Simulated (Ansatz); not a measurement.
# SnBi2O: further runs on a relaxed guess

The task, for SnBi2O: compute bands, density of states and charges.

Program: Ansatz 0.2.0. Level of theory: DFT PBE, scalar-relativistic, plane waves, PAW. These are calculated values, not measurements.

## Step 1: The starting structure

The structure is trigonal, space group P-3m1 (No. 164). Conventional cell: a = 3.470 Å, b = 3.470 Å, c = 8.954 Å, α = 90.00°, β = 90.00°, γ = 120.00°. Around Sn (site symmetry -3m) lie 6 Bi at 3.41 Å and 6 Sn at 3.47 Å. Bi (site symmetry 3m) is surrounded by 3 O at 2.64 Å. O (site symmetry -3m) has 6 Bi at 2.64 Å as nearest neighbours.

Structure file:

```cif
data_structure
_symmetry_space_group_name_H-M 'P 1'
_symmetry_Int_Tables_number 1
_cell_length_a 3.4701
_cell_length_b 3.4701
_cell_length_c 8.9537
_cell_angle_alpha 90.000
_cell_angle_beta 90.000
_cell_angle_gamma 120.000
_cell_volume 93.37
loop_
_atom_site_label
_atom_site_type_symbol
_atom_site_fract_x
_atom_site_fract_y
_atom_site_fract_z
_atom_site_occupancy
Sn1 Sn 0.00000 0.00000 0.50000 1
Bi1 Bi 0.66667 0.33333 0.80873 1
Bi2 Bi 0.33333 0.66667 0.19127 1
O1 O 0.00000 0.00000 0.00000 1
```

The cell was relaxed beforehand at this level, from a database cell with other species swapped in; it is a trial structure. At a tolerance of 0.05 Å it has space group P-3m1 (No. 164); it has 23.34 Å³/atom, an uncorrected energy of -0.18 eV/atom over the elements.

## Step 2: Static run: bands, density of states and charges

Input file input.yaml:

```yaml
crystal:
  lattice:
    - [3.4700606158, 0.0, 0.0]
    - [-1.7350303079, 3.005160646, 0.0]
    - [0.0, 0.0, 8.9537423145]
  atoms:
    - { symbol: Sn, position: [0.0, 0.0, 0.5] }
    - { symbol: Bi, position: [0.6666666667, 0.3333333333, 0.8087319779] }
    - { symbol: Bi, position: [0.3333333333, 0.6666666667, 0.1912680221] }
    - { symbol: O, position: [0.0, 0.0, 0.0] }
basis:
  ecutwfc: 420
kpoints:
  mp_grid: { grid: [18, 18, 6] }
  band_path:
    path:
      - [[0.0, 0.0, 0.0], [0.5, 0.0, 0.0], [0.33333333, 0.33333333, 0.0], [0.0, 0.0, 0.0], [0.0, 0.0, 0.5], [0.5, 0.0, 0.5], [0.33333333, 0.33333333, 0.5], [0.0, 0.0, 0.5]]
      - [[0.5, 0.0, 0.5], [0.5, 0.0, 0.0]]
      - [[0.33333333, 0.33333333, 0.5], [0.33333333, 0.33333333, 0.0]]
    npoints: 14
hamiltonian:
  xc: pbe
scf:
  occupations: { method: gaussian, width: 0.1 }
  n_extra_bands: 10
output:
  forces: true
  stress: true
  eigenvalues: true
  populations: true
  dos: { projected: true, de: 0.02, nscf_kmesh: { grid: [22, 22, 8] } }
  bader: true
  write_density: true
  write_potential: true
  elf: true
  volumetric_format: npy
```

The run is started by

```console
$ ansatz run input.yaml --threads 1 --pin off --max-ram 2560MiB --backend cpu --events-out ev --progress --plain --runs-dir out
```

What it wrote:

```text
Warning: RAYON_NUM_THREADS=1 ignored (pool sized by the plan → 1); use --threads N
scf.n_extra_bands = 10 over 25 filled bands (N_el = 50.0): the run solves 35 bands
Engine: ansatz 0.2.0, x86_64-unknown-linux-gnu
Pseudopotentials: kind: paw
Pseudopotential: Sn, paw, valence charge 14, recommended cutoff 420 eV (normal), Sn.paw.azcp
Pseudopotential: Bi, paw, valence charge 15, recommended cutoff 420 eV (normal), Bi.paw.azcp
Pseudopotential: O, paw, valence charge 6, recommended cutoff 420 eV (normal), O.paw.azcp
Functional definition: PBE
  parameter kappa = 0.804
  parameter beta = 0.06672455060314922
  exchange = pbe_x(kappa = kappa, mu = beta*pi^2/3)
  correlation = pbe_c(beta = beta)
Crystal: 4 atoms, lattice volume = 93.370 Å³
Basis set: ecut = 420 eV, 1823 PW (Γ), exchange–correlation on 48×48×120 points (8 copies of the dense FFT grid, shifted against one another)
Bands: 35, of which v1, the nominal top of the filled ones, is band 25 counted from 1 (24 counted from 0)
Symmetry: 12 space group operations
Space group: P-3m1 (ITA 164), of the structure as read, at distance tolerance 4.5e-5 Å
k-points: 202 of 1944
Non-local potential: Sn, projectors of the file, l = 0: 2, l = 1: 2, l = 2: 2, l = 3: 2
Non-local potential: Bi, projectors of the file, l = 0: 2, l = 1: 2, l = 2: 2, l = 3: 2
Non-local potential: O, projectors of the file, l = 0: 2, l = 1: 2, l = 2: 1
PAW form: soft (Blöchl's): semilocal exchange-correlation on the pseudo side does not see the compensation charge
PAW one-centre angular grid: Sn, 590 points (default); XC on 64 Gauss nodes
PAW one-centre angular grid: Bi, 590 points (default); XC on 64 Gauss nodes
PAW one-centre angular grid: O, 110 points (default); XC on 64 Gauss nodes
Initial density: superposition of atomic densities (neutral atoms: chi_scale 0, normalization atom), corrected by the library's trained network
Initial wavefunctions: pseudopotential atomic-orbital guess
Functional: x = pbe(κ = 0.804, μ = 0.2195149727645171), c = pbe(β = 0.06672455060314922)
SCF iter   1: F=—  HF=-31383.009442 eV  |F-HF|=—  |Δ(HF+E_count)|=         —  Δρ=2.17e-3  dr2=1.20e-2  ethr=1.77e-3  ⟨swp⟩=9.3  Hψ=37777  notcnv=0  defer=204
preconditioner: auto → Kerker (q_TF=auto, 2.459 Å⁻¹)  [metal: Δε(μ)=0.008 eV  Ē_g=21.022 eV  σ=0.100 eV  W_gap=0.05  n_scr=24 (ndim 8)  ℏωp=27.2 eV  f_vac=0.000  D(μ)=1.80/eV (n_scr^D=4)]
SCF iter   2: F=—  HF=-31383.007968 eV  |F-HF|=—  |Δ(HF+E_count)|=   1.47e-3  Δρ=1.13e-3  dr2=4.35e-3  ethr=2.39e-5  ⟨swp⟩=1.9  Hψ=9873  notcnv=0  defer=221
SCF iter   3: F=—  HF=-31383.007708 eV  |F-HF|=—  |Δ(HF+E_count)|=   2.60e-4  Δρ=4.21e-4  dr2=8.63e-4  ethr=8.71e-6  ⟨swp⟩=1.0  Hψ=6349  notcnv=0  defer=221
SCF iter   4: F=—  HF=-31383.007626 eV  |F-HF|=—  |Δ(HF+E_count)|=   8.16e-5  Δρ=1.87e-4  dr2=9.50e-5  ethr=1.73e-6  ⟨swp⟩=1.1  Hψ=6368  notcnv=0  defer=221
SCF iter   5: F=—  HF=-31383.007644 eV  |F-HF|=—  |Δ(HF+E_count)|=   1.81e-5  Δρ=5.43e-5  dr2=8.35e-6  ethr=1.90e-7  ⟨swp⟩=1.3  Hψ=6425  notcnv=0  defer=221
SCF iter   6: F=—  HF=-31383.007643 eV  |F-HF|=—  |Δ(HF+E_count)|=   1.06e-6  Δρ=1.87e-5  dr2=1.33e-6  ethr=1.67e-8  ⟨swp⟩=2.0  Hψ=8740  notcnv=0  defer=221
SCF iter   7: F=—  HF=-31383.007643 eV  |F-HF|=—  |Δ(HF+E_count)|=   2.37e-7  Δρ=6.19e-6  dr2=1.10e-7  ethr=2.66e-9  ⟨swp⟩=2.4  Hψ=7856  notcnv=0  defer=221
SCF iter   8: F=-31383.007643 eV  HF=-31383.007643 eV  |F-HF|=5.31e-10  |Δ(HF+E_count)|=   6.74e-9  Δρ=2.09e-6  dr2=4.93e-9  ethr=2.00e-10  ⟨swp⟩=14.6  Hψ=51638  notcnv=0
SCF 1 converged in 8 iterations: F = -31383.007643 eV  dr2 = 4.93e-9
NSCF: frozen V_eff on 129 k-points
NSCF: frozen V_eff on 380 k-points
SCF converged after 8 iterations
Free energy (F): -31383.007643 eV
Harris-Foulkes:  -31383.007643 eV  (|F-HF|=5.31e-10)
Internal energy: -31382.998786 eV  (E = F + TS)
E sigma→0 (E₀):  -31383.003215 eV
Entropy (-TS):   -0.008857 eV (-2.214 meV/atom)
Fermi energy:    11.860841 eV
--- Per-component energies (eV) ---
  E_band       = -221.000280
  E_kinetic    = 961.246557
  E_local      = -3847.900130  (includes V_loc(G=0)·N_el)
  E_nonlocal   = 1137.836770
  E_hartree    = 1483.427357
  E_xc         = -759.890972
  E_vxc        = -479.560382  (∫ρ·V_xc dr)
  E_paw        = -25617.725185  (= ΣΔE_a)
  E_vpaw       = -959.478919  (= ΣTr[D̂ρ^β])
  E_aug_tail   = 0.001474  (compensation charges beyond the density's cutoff)
  E_ewald      = -4739.994657
  E_smearing   = -0.008857  (= −TS)
  E_closure    = 0.000000  (closes the sum)
  Σ components = -31383.007643   (vs F -31383.007643, Δ=0.00e0)
--- Forces (eV/Å), atoms counted from 1 ---
  atom   1  Sn     0.00000000    -0.00000000     0.00000000
  atom   2  Bi     0.00000000    -0.00000000    -0.00000204
  atom   3  Bi     0.00000000     0.00000000     0.00000204
  atom   4  O     -0.00000000    -0.00000000     0.00000000
  max |Σ_I F_I| component: 9.25e-18 eV/Å
--- Stress (GPa, compression-positive) ---
       -0.026442      -0.000000       0.000000
        0.000000      -0.026442      -0.000000
        0.000000      -0.000000       0.039931
  P = ⅓ Tr σ = -0.0043 GPa (-0.043 kbar)
--- Band table (eV; the first three rows and the last of 202) ---
  k-point 0: bands = ["-11.6190", "-11.6072", "-11.5604", "-11.5604", "-11.5597", "-11.5597", "-11.4925", "-11.4925", "-11.4859", "-11.4859", "-9.7115", "-9.7029", "-9.7029", "-9.6400", "-9.6400", "-6.6986", "-0.9449", "-0.4739", "3.2678", "7.1554", "8.8922", "8.8922", "11.0111", "11.1166", "15.9083", "15.9083", "16.4284", "16.4284", "17.6500", "18.0503", "18.0503", "20.0175", "20.1356", "20.8037", "21.1775"]
  k-point 1: bands = ["-11.6189", "-11.6073", "-11.5605", "-11.5605", "-11.5595", "-11.5595", "-11.4923", "-11.4923", "-11.4861", "-11.4861", "-9.7115", "-9.7029", "-9.7029", "-9.6400", "-9.6400", "-6.6985", "-1.0173", "-0.3730", "3.1944", "7.3226", "8.8925", "8.8925", "10.1062", "12.1158", "15.8652", "15.8652", "16.5016", "16.5016", "17.0564", "18.0072", "18.0072", "20.0129", "20.1859", "20.8604", "21.1528"]
  k-point 2: bands = ["-11.6186", "-11.6077", "-11.5607", "-11.5607", "-11.5593", "-11.5593", "-11.4919", "-11.4919", "-11.4866", "-11.4866", "-9.7115", "-9.7029", "-9.7029", "-9.6400", "-9.6400", "-6.6983", "-1.1182", "-0.2120", "3.0503", "7.7639", "8.8925", "8.8925", "9.2523", "13.2473", "15.7985", "15.7985", "15.8847", "16.6356", "16.6356", "17.9144", "17.9144", "20.0433", "20.2771", "20.6941", "21.1331"]
  k-point 201: bands = ["-11.5943", "-11.5477", "-11.5477", "-11.5362", "-11.5111", "-11.5111", "-11.4984", "-11.4860", "-11.4820", "-11.4820", "-9.6779", "-9.6779", "-9.6513", "-9.6513", "-9.6392", "-5.9040", "1.6231", "1.6231", "5.7500", "6.8896", "6.8896", "7.2956", "8.9915", "9.8520", "9.8520", "10.4040", "10.4040", "12.8065", "14.3900", "14.3900", "14.7671", "19.4390", "19.4390", "21.8291", "21.8291"]
--- Löwdin populations: 4 sites ---
  site symbol       q [e]
     0     Sn     14.1027
     1     Bi     14.4582
     2     Bi     14.4582
     3      O      6.7849
  spilling = 0.003920 (of n_electrons = 50.000000)
--- Bader charges: 4 sites ---
  site symbol  charge [e]  shift [e]
     0     Sn     -0.0938     0.0000
     1     Bi      0.6096     0.0000
     2     Bi      0.6096     0.0000
     3      O     -1.1254     0.0000
  estimated error of the sums over rays = 3.0e-4 e
```

It took 54 s on 1 thread of Intel Xeon 6975P-C (Granite Rapids), shared host; peak memory 1 GiB.

Site by site:

| atom | Löwdin electrons | Bader charge (e) | Bader volume (Å³) |
| --- | --- | --- | --- |
| Sn1 | 14.10 | -0.09 | 28.5 |
| Bi2 | 14.46 | +0.61 | 25.7 |
| Bi3 | 14.46 | +0.61 | 25.7 |
| O4 | 6.78 | -1.13 | 13.4 |

The Löwdin counts miss 0.20 of the 50 electrons, which the atomic orbitals do not span, so they are no charges.

bands.tsv at the labelled points (eV, zero at the Fermi level; the bands nearest the Fermi level):

| point | band 22 | band 23 | band 24 | band 25 | band 26 | band 27 | band 28 | band 29 |
| --- | --- | --- | --- | --- | --- | --- | --- | --- |
| Γ | -2.97 | -0.85 | -0.74 | 4.05 | 4.05 | 4.57 | 4.57 | 5.79 |
| M | -3.63 | -3.17 | -2.56 | -1.48 | 0.49 | 1.76 | 1.84 | 1.92 |
| K | -4.79 | -2.96 | -2.96 | -1.14 | -1.13 | -0.35 | -0.35 | 2.29 |
| Γ | -2.97 | -0.85 | -0.74 | 4.05 | 4.05 | 4.57 | 4.57 | 5.79 |
| A | -2.97 | -2.97 | 2.32 | 3.05 | 3.91 | 3.91 | 4.84 | 4.84 |
| L | -4.10 | -3.62 | -3.24 | -0.67 | 0.53 | 1.23 | 2.02 | 2.69 |
| H | -4.57 | -2.87 | -2.01 | -2.01 | -1.46 | -1.46 | 0.95 | 2.53 |
| A | -2.97 | -2.97 | 2.32 | 3.05 | 3.91 | 3.91 | 4.84 | 4.84 |
| L | -4.10 | -3.62 | -3.24 | -0.67 | 0.53 | 1.23 | 2.02 | 2.69 |
| M | -3.63 | -3.17 | -2.56 | -1.48 | 0.49 | 1.76 | 1.84 | 1.92 |
| H | -4.57 | -2.87 | -2.01 | -2.01 | -1.46 | -1.46 | 0.95 | 2.53 |
| K | -4.79 | -2.96 | -2.96 | -1.14 | -1.13 | -0.35 | -0.35 | 2.29 |

Counts of states by energy window (eV from the Fermi level), total and by projection:

```csv
from,to,total,Sn 5s,Sn 5p,Bi 6p,O 2p
-8,-7,0.65,0.38,0.10,0.09,0.03
-7,-6,0.94,0.54,0.06,0.24,0.07
-6,-5,0.99,0.11,0.05,0.40,0.40
-5,-4,2.99,0.11,0.24,1.06,1.46
-4,-3,2.57,0.07,0.14,0.60,1.66
-3,-2,1.71,0.06,0.56,0.62,0.32
-2,-1,2.16,0.08,0.59,0.79,0.50
-1,0,1.58,0.07,0.39,0.75,0.25
0,1,2.15,0.10,0.46,1.19,0.26
1,2,2.65,0.08,0.53,1.59,0.28
2,3,2.56,0.03,0.52,1.57,0.27
3,4,2.22,0.02,0.73,1.21,0.14
4,5,1.82,0.01,0.79,0.83,0.09
5,6,0.93,0.00,0.33,0.19,0.01
```

Below -8 eV lie 36 or so more states.

Density in a lattice plane of the grid's cell (edges 3.47 and 8.95 Å, at 0.000 of the third edge), which holds Sn and O.

Values in e/Å³, 12 rows by 6 columns:
```
 1.02  0.42  0.17  0.16  0.17  0.42
 0.11  0.14  0.35  0.60  0.36  0.14
 0.09  0.13  0.27  0.43  0.27  0.13
 0.15  0.14  0.12  0.11  0.12  0.14
 1.75  0.67  0.17  0.10  0.17  0.67
15.77  3.54  0.29  0.13  0.29  3.54
 1.75  0.67  0.17  0.10  0.17  0.67
 0.15  0.14  0.12  0.11  0.12  0.14
 0.09  0.13  0.27  0.43  0.27  0.13
 0.11  0.14  0.36  0.60  0.35  0.14
 1.02  0.42  0.17  0.16  0.17  0.42
 7.64  2.07  0.17  0.07  0.17  2.07
```
Columns run along the first of these edges and rows up along the second, over one cell in 6 and 12 even steps from the bottom left corner. Atoms in the plane (fractional): Sn at (0.00, 0.50), O at (0.00, 0.00).

ELF in the same plane.

Ten even steps from '0' (0.00) to '9' (0.81):
```
9983111389
7532333235
1123454321
1134555431
2234454432
3333343333
4443222344
4444323444
0134434431
0024434420
0134434431
4444323444
4443222344
3333343333
2234454432
1134555431
1123454321
7532333235
9983111389
3895101598
```
Columns run along the first of these edges and rows up along the second, over one cell in 10 and 20 even steps from the bottom left corner. Atoms in the plane (fractional): Sn at (0.00, 0.50), O at (0.00, 0.00).

Both are smooth fields of the valence electrons: close to the nuclei they are not physical.

Outside the cores ELF peaks at 0.82 in the shell around O, 0.6 Å from O.

## Step 3: Changing settings: mp_grid.shift [0.5, 0.5, 0.5]

Input file input.yaml:

```yaml
crystal:
  lattice:
    - [3.4700606158, 0.0, 0.0]
    - [-1.7350303079, 3.005160646, 0.0]
    - [0.0, 0.0, 8.9537423145]
  atoms:
    - { symbol: Sn, position: [0.0, 0.0, 0.5] }
    - { symbol: Bi, position: [0.6666666667, 0.3333333333, 0.8087319779] }
    - { symbol: Bi, position: [0.3333333333, 0.6666666667, 0.1912680221] }
    - { symbol: O, position: [0.0, 0.0, 0.0] }
basis:
  ecutwfc: 420
kpoints:
  mp_grid: { grid: [18, 18, 6], shift: [0.5, 0.5, 0.5] }
hamiltonian:
  xc: pbe
scf:
  occupations: { method: gaussian, width: 0.1 }
output:
  forces: true
  eigenvalues: true
  stress: true
```

The run is started by

```console
$ ansatz run input.yaml --threads 1 --pin off --max-ram 2560MiB --backend cpu --events-out ev --progress --plain --runs-dir out
```

What it wrote, shortened:

```text
Warning: crystal.symmetry: narrowed to the stabiliser of the k-point mesh — unitary ops 12 → 4; excluded 8 operations that carry a point of the 18×18×6 mesh (shift [0.5, 0.5, 0.5]) off the mesh (the run samples exactly the mesh kpoints.mp_grid names, as under crystal.symmetry.detect: [...]
Warning: RAYON_NUM_THREADS=1 ignored (pool sized by the plan → 1); use --threads N
[...]
[... 5 set-up lines as earlier in the session ...]
[...]
Crystal: 4 atoms, lattice volume = 93.370 Å³
Basis set: ecut = 420 eV, 1823 PW (Γ), exchange–correlation on 48×48×120 points (8 copies of the dense FFT grid, shifted against one another)
Bands: 30, of which v1, the nominal top of the filled ones, is band 25 counted from 1 (24 counted from 0)
Symmetry: 4 space group operations
k-points: 513 of 1944
[...]
SCF iter   1: F=—  HF=-31383.008203 eV  |F-HF|=—  |Δ(HF+E_count)|=         —  Δρ=2.15e-3  dr2=1.29e-2  ethr=1.77e-3  ⟨swp⟩=6.5  Hψ=70127  notcnv=0
[...]
SCF iter   7: F=-31383.006042 eV  HF=-31383.006042 eV  |F-HF|=6.10e-8  |Δ(HF+E_count)|=   1.67e-7  Δρ=5.48e-6  dr2=9.80e-8  ethr=2.00e-10  ⟨swp⟩=6.3  Hψ=74260  notcnv=0
[...]
SCF converged after 7 iterations
Free energy (F): -31383.006042 eV
[...]
E sigma→0 (E₀):  -31383.001709 eV
Entropy (-TS):   -0.008665 eV (-2.166 meV/atom)
Fermi energy:    11.858219 eV
[...]
--- Forces (eV/Å), atoms counted from 1 ---
  atom   1  Sn     0.00000000     0.00000000     0.00000000
  atom   2  Bi     0.00532889    -0.00307663     0.02322598
  atom   3  Bi    -0.00532889     0.00307663    -0.02322598
  atom   4  O     -0.00000000    -0.00000000     0.00000000
[...]
--- Stress (GPa, compression-positive) ---
        0.006954      -0.094521      -0.017250
       -0.094521      -0.102189       0.009960
       -0.017250       0.009960       0.088643
  P = ⅓ Tr σ = -0.0022 GPa (-0.022 kbar)
--- Band table (eV; the first three rows and the last of 513) ---
[...]
```

It took 32 s on 1 thread of Intel Xeon 6975P-C (Granite Rapids), shared host; peak memory 1.1 GiB.

| run | ending | energy change | pressure (GPa) | gap (eV) | force (eV/Å) | cycles | time |
| --- | --- | --- | --- | --- | --- | --- | --- |
| step 2 | converged | 0 | 0.0 | 0.00 | 0.00 | 8 | 54 s |
| variant | converged | +0.4 meV/atom | 0.0 | 0.00 | 0.02 | 7 | 32 s |

Changing the k-point mesh moves the energy by +0.4 meV/atom, and the largest force goes from 0.00 to 0.02 eV/Å. Sampling errors of the energy have no fixed sign.

## Step 4: Results

| quantity | value |
| --- | --- |
| gap | none (metal) |
| states at the Fermi level | 1.77 per eV per cell |
| Bader charges | Sn -0.09, Bi +0.61, O -1.13 e |

What this shows: There is no gap at this level. Of the projected weight within 0.25 eV of the Fermi level, the largest part is Bi 6p (54 %) and Sn 5p (25 %). Charge transfer between the atoms is strong (Bader charges up to 1.1 e). Spin-orbit coupling is left out, which matters for the bands of Bi.
